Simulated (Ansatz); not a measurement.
A nudged elastic band was laid between two geometries of a periodic cell of 17 atoms, SiW$_{8}$C$_{8}$ (surface WC(001), adsorbate Si).

All numbers below come from Ansatz, DFT PBEsol, scalar-relativistic, plane waves, PAW. Settings: PAW set soft_1, cutoff 420 eV, k mesh 4x4x1, gaussian smearing 0.05 eV, no spin polarisation.

```
movable images  : 5
climbing image  : yes
spring          : 5.0 eV/Å²
optimiser       : quadratic models (default)
start path      : IDPP
force threshold : 0.05 eV/Å
iteration limit : 27
end points      : relaxed
atoms held      : 1, 5, 9, 13
```

Initial state:

```xyz
17
Lattice="5.7948 0.0000 0.0000 -2.8974 5.0184 0.0000 0.0000 0.0000 17.2443" Properties=species:S:1:pos:R:3
W 0.000 0.000 1.000
C 1.449 0.847 2.320
W 0.002 -0.001 3.794
C 1.451 0.815 5.091
W -1.449 2.509 1.000
C 0.010 3.340 2.320
W -1.446 2.508 3.794
C -0.016 3.355 5.091
W 2.897 0.000 1.000
C 4.347 0.836 2.289
W 2.900 -0.001 3.794
C 4.349 0.835 4.891
W 1.449 2.509 1.000
C 2.889 3.340 2.320
W 1.451 2.508 3.898
C 2.918 3.355 5.091
Si -1.446 4.181 5.983
```

Final state:

```xyz
17
Lattice="5.7948 0.0000 0.0000 -2.8974 5.0184 0.0000 0.0000 0.0000 17.2443" Properties=species:S:1:pos:R:3
W 0.000 0.000 1.000
C 1.459 0.831 2.320
W 0.002 -0.001 3.794
C 1.433 0.846 5.091
W -1.449 2.509 1.000
C 0.001 3.356 2.320
W -1.446 2.508 3.794
C 0.002 3.324 5.091
W 2.897 0.000 1.000
C 4.337 0.831 2.320
W 2.900 -0.001 3.898
C 4.366 0.846 5.091
W 1.449 2.509 1.000
C 2.898 3.345 2.289
W 1.451 2.508 3.794
C 2.900 3.345 4.891
Si -2.895 6.690 5.983
```

Problem. What changes between the two ends?

Solution. Contacts lost: W11–Si17, C16–Si17. Contacts made: C12–Si17, W15–Si17. The atom that moves furthest is Si17, by 2.90 Å; four of its nearest neighbours are C16 1.88, C4 1.88, C8 1.88, W3 2.76 Å at the first end and C12 1.88, C8 1.88, C4 1.88, W7 2.76 Å at the last.

Problem. Give the energies along the band, and the barrier.

Solution. The forces met the threshold. The highest image is number 2 of 0 to 6, 0.98 eV above the ends, which have the same energy within 2 meV. The profile has 2 maxima (images 2, 5) with wells between them (image 3): this band takes more than one step, which may be the mechanism or a detour left from its start path. By the program's own check the climbing image is a first-order saddle point (lowest curvatures found: -4.35 and 1.98 eV/Å²). Limits of this set-up: coarse k mesh, thin slab, slab without dipole correction, PAW files made for another functional.

| image | path coordinate (Å) | energy (eV) | W11–Si17 (Å) | C16–Si17 (Å) | C12–Si17 (Å) |
| --- | --- | --- | --- | --- | --- |
| 0 | 0.00 | 0.00 | 2.76 | 1.88 | 3.52 |
| 1 | 0.50 | 0.52 | 2.99 | 1.85 | 3.18 |
| 2 | 1.00 | 0.98 | 3.29 | 1.85 | 2.75 |
| 3 | 1.66 | 0.20 | 3.60 | 1.86 | 1.99 |
| 4 | 2.33 | 0.67 | 3.75 | 2.32 | 1.85 |
| 5 | 3.00 | 0.78 | 3.87 | 3.02 | 1.85 |
| 6 | 3.66 | 0.00 | 3.94 | 3.52 | 1.88 |

Problem. What is the geometry of the highest image?

Solution. 
```xyz
17
Lattice="5.7948 0.0000 0.0000 -2.8974 5.0184 0.0000 0.0000 0.0000 17.2443" Properties=species:S:1:pos:R:3
W 0.000 0.000 1.000
C 1.458 0.843 2.308
W -0.012 0.006 3.759
C 1.380 0.839 5.050
W -1.449 2.509 1.000
C 0.004 3.342 2.323
W -1.450 2.510 3.842
C -0.010 3.354 4.976
W 2.897 0.000 1.000
C 4.339 0.840 2.302
W 2.895 0.000 3.843
C 4.369 0.825 4.954
W 1.449 2.509 1.000
C 2.896 3.333 2.308
W 1.461 2.502 3.852
C 2.863 3.404 5.050
Si -2.219 4.628 6.246
```

The band took 11 iterations and about 80 core-minutes.

Time of the run: 27 min on 4 threads of AMD EPYC 7R43 64-Core Processor (Zen 3), with other jobs on the host, peak memory 3.5 GiB.
